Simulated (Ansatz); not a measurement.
**CH5FOSi2: basis-set convergence**

One table from this session's results is given with a row withheld; the runs are named, their logs left out.

The runs use Ansatz 0.2.0, Gaussian basis; one geometry, several basis sets.

Plan: PBE0-D4/def2-SVP; ωB97M-V/def2-SVP; PBE0-D4/def2-QZVPP; ωB97M-V/def2-QZVPP; the functionals' def2-TZVPP values are taken from earlier runs.

### The relaxed structure

An earlier PBE0-D4 in a triple-zeta def2 set relaxation fixed the geometry.

SMILES `F[Si@@H]1O[C@H]1[SiH3]`, 10 atoms, charge 0, spin multiplicity 1.

Atoms are counted from 1 here; the program's logs count them from 0.

Bond lengths: F1–Si2 1.583 Å, Si2–O3 1.633 Å, Si2–C4 1.795 Å, Si2–H6 1.469 Å, O3–C4 1.530 Å, C4–Si5 1.867 Å, C4–H7 1.091 Å, Si5–H8 1.486 Å, Si5–H9 1.487 Å, Si5–H10 1.486 Å. Angles: F1–Si2–O3 117.9°, F1–Si2–C4 121.6°, F1–Si2–H6 107.7°, O3–Si2–C4 52.8°, O3–Si2–H6 119.4°, C4–Si2–H6 127.0°, Si2–O3–C4 69.1°, Si2–C4–O3 58.2°, Si2–C4–Si5 125.3°, Si2–C4–H7 116.4°, O3–C4–Si5 113.5°, O3–C4–H7 110.3°, Si5–C4–H7 116.4°, C4–Si5–H8 111.2°, C4–Si5–H9 108.4°, C4–Si5–H10 109.2°, H8–Si5–H9 109.4°, H8–Si5–H10 109.1° and more.

Geometry (Å):

| atom | x (Å) | y (Å) | z (Å) |
| --- | --- | --- | --- |
| F1 | -2.5266 | 0.4811 | -1.6946 |
| Si2 | -1.1427 | 0.7480 | -0.9732 |
| O3 | 0.1857 | 0.0126 | -1.5735 |
| C4 | -0.2039 | -0.5827 | -0.2187 |
| Si5 | 1.1084 | -0.3702 | 1.0925 |
| H6 | -1.0842 | 2.1759 | -0.6330 |
| H7 | -0.6024 | -1.5904 | -0.3477 |
| H8 | 2.3495 | -1.1045 | 0.7344 |
| H9 | 0.5757 | -0.8958 | 2.3778 |
| H10 | 1.4236 | 1.0749 | 1.2390 |

The first run:

in.yaml reads:

```yaml
crystal:
  periodic: [false, false, false]
  atoms:
    - {symbol: F, position_ang: [-2.526602, 0.481051, -1.694628]}
    - {symbol: Si, position_ang: [-1.142744, 0.747989, -0.973208]}
    - {symbol: O, position_ang: [0.185742, 0.012594, -1.573538]}
    - {symbol: C, position_ang: [-0.203913, -0.582706, -0.218673]}
    - {symbol: Si, position_ang: [1.108402, -0.370226, 1.092501]}
    - {symbol: H, position_ang: [-1.084226, 2.175865, -0.632955]}
    - {symbol: H, position_ang: [-0.602369, -1.590380, -0.347711]}
    - {symbol: H, position_ang: [2.349512, -1.104479, 0.734408]}
    - {symbol: H, position_ang: [0.575664, -0.895821, 2.377845]}
    - {symbol: H, position_ang: [1.423634, 1.074913, 1.238959]}
basis:
  gaussian: {orbitals: def2-SVP}
hamiltonian: {xc: pbe0, dispersion: d4}
output: {orbitals: {seedname: orbitals}}
```

Started as:

```
> ansatz run in.yaml --threads 4 --pin off --events-out ev --progress --plain --max-ram 10444MiB
```

Steps of the session up to this table: PBE0-D4 in def2-SVP; ωB97M-V in def2-SVP; PBE0-D4 in def2-QZVPP; ωB97M-V in def2-QZVPP.

One of the session's tables, all rows but one given; the rest of the session is left out.

```
functional       basis  HOMO (eV)  LUMO (eV)
   PBE0-D4    def2-SVP      -7.89       0.23
   PBE0-D4  def2-TZVPP          ?          ?
   PBE0-D4  def2-QZVPP      -7.97      -0.36
   ωB97M-V    def2-SVP     -10.09       2.16
   ωB97M-V  def2-TZVPP     -10.18       1.48
   ωB97M-V  def2-QZVPP     -10.21       1.10
```

Q: Estimate the row for PBE0-D4, def2-TZVPP from the others.

The run gave: HOMO (eV): -7.95; LUMO (eV): -0.19. In the column «HOMO (eV)» it lies between PBE0-D4, def2-QZVPP (-7.97) and PBE0-D4, def2-SVP (-7.89).
